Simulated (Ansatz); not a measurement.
# C3H4ClIn: how energies converge with the basis set

One table from this session's results is given with a row withheld; the runs are named, their logs left out.

Program: Ansatz 0.2.0, Gaussian basis. Level of theory: one geometry, several basis sets. These are calculated values, not measurements.

Levels to be run: PBE0-D4/def2-SVP; ωB97M-V/def2-SVP; PBE0-D4/def2-QZVPP; ωB97M-V/def2-QZVPP; the functionals' def2-TZVPP values are taken from earlier runs.

**Structure used throughout**

The geometry comes from an earlier relaxation with PBE0-D4 in a triple-zeta def2 set; it is a stationary point, not always the lowest conformer. In takes the def2 core potential; no spin-orbit term is included.

9 atoms, charge 0, spin multiplicity 1.

Atoms are counted from 1 here; the program's logs count them from 0.

Bond lengths: Cl1–C2 1.751 Å, C2–C3 1.341 Å, C2–C5 1.500 Å, C3–In4 2.138 Å, C3–H6 1.083 Å, In4–C5 2.201 Å, In4–H7 1.697 Å, C5–H8 1.092 Å, C5–H9 1.092 Å. Angles: Cl1–C2–C3 123.6°, Cl1–C2–C5 118.0°, C3–C2–C5 118.4°, C2–C3–In4 89.7°, C2–C3–H6 123.9°, In4–C3–H6 146.4°, C3–In4–C5 68.5°, C3–In4–H7 144.6°, C5–In4–H7 146.9°, C2–C5–In4 83.4°, C2–C5–H8 113.2°, C2–C5–H9 113.2°, In4–C5–H8 118.4°, In4–C5–H9 118.3°, H8–C5–H9 108.4°.

The first run:

in.yaml reads:

```yaml
crystal:
  periodic: [false, false, false]
  atoms:
    - {symbol: Cl, position_ang: [1.387960, -1.754377, 1.377650]}
    - {symbol: C, position_ang: [0.599317, -0.524917, 0.412787]}
    - {symbol: C, position_ang: [1.262752, 0.404684, -0.289447]}
    - {symbol: In, position_ang: [-0.599595, 1.213353, -0.957952]}
    - {symbol: C, position_ang: [-0.900268, -0.514366, 0.372400]}
    - {symbol: H, position_ang: [2.343072, 0.479515, -0.322840]}
    - {symbol: H, position_ang: [-1.323713, 2.417967, -1.909272]}
    - {symbol: H, position_ang: [-1.325801, -1.426519, -0.050146]}
    - {symbol: H, position_ang: [-1.355126, -0.341543, 1.349620]}
basis:
  gaussian: {orbitals: def2-SVP}
hamiltonian: {xc: pbe0, dispersion: d4}
output: {orbitals: {seedname: orbitals}}
```

Among the steps run: PBE0-D4 in def2-SVP; ωB97M-V in def2-SVP; PBE0-D4 in def2-QZVPP; ωB97M-V in def2-QZVPP.

One table of the session follows, with a row left open; its other results are not shown here.

It belongs to the step «Functionals by basis». 

```
functional       basis  HOMO (eV)  LUMO (eV)
   PBE0-D4    def2-SVP      -6.87      -1.66
   PBE0-D4  def2-TZVPP      -6.92      -1.72
   PBE0-D4  def2-QZVPP      -6.94      -1.74
   ωB97M-V    def2-SVP      -9.00      -0.08
   ωB97M-V  def2-TZVPP          ?          ?
   ωB97M-V  def2-QZVPP      -9.10      -0.31
```

Estimate the missing values for ωB97M-V, def2-TZVPP.

As computed: HOMO (eV): -9.07; LUMO (eV): -0.26. In the column «HOMO (eV)» it lies between ωB97M-V, def2-QZVPP (-9.10) and ωB97M-V, def2-SVP (-9.00).
